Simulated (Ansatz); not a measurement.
# BN: the band gap up the ladder of functionals

One table from this session's results is given with a row withheld; the runs are named, their logs left out.

Program: Ansatz 0.2.0. PAW datasets, plane waves. All values are calculated for a non-magnetic cell, which may be hypothetical.

**The cell**

The cell was relaxed beforehand with r2SCAN.

The symmetry is P6_3mc (No. 186, hexagonal); a = 2.548 Å, c = 8.375 Å in the conventional setting, 5.89 Å³ an atom. Around B lie 4 N at 1.56 Å; around B lie 4 N at 1.56–1.58 Å; around N lie 4 B at 1.56 Å; around N lie 4 B at 1.56–1.58 Å.

Coordinates:

```cif
data_structure
_symmetry_space_group_name_H-M 'P6_3mc'
_symmetry_Int_Tables_number 186
_cell_length_a 2.5480
_cell_length_b 2.5480
_cell_length_c 8.3754
_cell_angle_alpha 90.000
_cell_angle_beta 90.000
_cell_angle_gamma 120.000
_cell_volume 47.09
loop_
_atom_site_label
_atom_site_type_symbol
_atom_site_symmetry_multiplicity
_atom_site_Wyckoff_symbol
_atom_site_fract_x
_atom_site_fract_y
_atom_site_fract_z
_atom_site_occupancy
B1 B 2 a 0.00000 0.00000 0.00039 1
B2 B 2 b 0.33333 0.66667 0.24969 1
N1 N 2 a 0.00000 0.00000 0.18699 1
N2 N 2 b 0.33333 0.66667 0.43793 1
```

Set-up of the first run:

File input.yaml:

```yaml
crystal:
  lattice:
    - [2.547997649, 0.0, 0.0]
    - [-1.2739988245, 2.2066306928, 0.0]
    - [0.0, 0.0, 8.3753608011]
  atoms:
    - { symbol: B, position: [0.0, 0.0, 0.0003894352] }
    - { symbol: B, position: [0.3333333333, 0.6666666667, 0.2496892] }
    - { symbol: B, position: [0.0, 0.0, 0.5003894352] }
    - { symbol: B, position: [0.6666666667, 0.3333333333, 0.7496892] }
    - { symbol: "N", position: [0.0, 0.0, 0.1869898325] }
    - { symbol: "N", position: [0.3333333333, 0.6666666667, 0.4379315323] }
    - { symbol: "N", position: [0.0, 0.0, 0.6869898325] }
    - { symbol: "N", position: [0.6666666667, 0.3333333333, 0.9379315323] }
kpoints:
  mp_grid: { grid: [12, 12, 4] }
  band_path:
    path:
      - [[0.0, 0.0, 0.0], [0.5, 9.205326662212e-17, 2.919409785113e-34], [0.3333333333333, 0.3333333333333, 6.283828214138e-35], [0.0, 0.0, 0.0], [-5.721951431502e-53, 1.485266096132e-51, 0.5], [0.5, 9.205326662212e-17, 0.5], [0.3333333333333, 0.3333333333333, 0.5], [-5.721951431502e-53, 1.485266096132e-51, 0.5]]
      - [[0.5, 9.205326662212e-17, 0.5], [0.5, 9.205326662212e-17, 2.919409785113e-34]]
      - [[0.3333333333333, 0.3333333333333, 0.5], [0.3333333333333, 0.3333333333333, 6.283828214138e-35]]
    npoints: 10
hamiltonian:
  xc: pbe
scf:
  occupations: { method: fermi_dirac, width: 0.02 }
  n_extra_bands: 6
output:
  forces: true
  stress: true
  eigenvalues: true
```

Started as:

```sh
> ansatz run input.yaml --threads 4 --pin off --max-ram 7372MiB --backend cpu --events-out ev --progress --plain --runs-dir out
```

Among the steps run: Band structure with PBE; Single point with r2SCAN; HSE06; PBE0 at the same geometry; LDA at the same geometry; DDH-PBE0; LC-ωPBE.

One table of the session follows, with a row left open; its other results are not shown here.

```
   level  gap (eV)
     PBE         ?
  r2SCAN      6.08
   HSE06      6.91
    PBE0      7.68
     LDA      5.42
DDH-PBE0      7.38
 LC-ωPBE     12.40
```

Estimate the missing values for PBE.

The run gave: gap (eV): 5.53. In the column «gap (eV)» it lies between LDA (5.42) and r2SCAN (6.08).

Meshes: PBE 12×12×4, r2SCAN 12×12×4, HSE06 6×6×2, PBE0 6×6×2, LDA 12×12×4, DDH-PBE0 6×6×2, LC-ωPBE 6×6×2.

LDA gives the least gap, 5.42 eV, and LC-ωPBE the largest, 12.40 eV. Against HSE06, PBE is short by 1.38 eV, at 80 % of it, and r2SCAN 88 %. PBE0 lies 0.77 eV above HSE06, which differs from it by screening the long-range exchange.

Limits of these values: Warnings in the runs' records: stress exchange threshold loose, stress scf threshold loose.
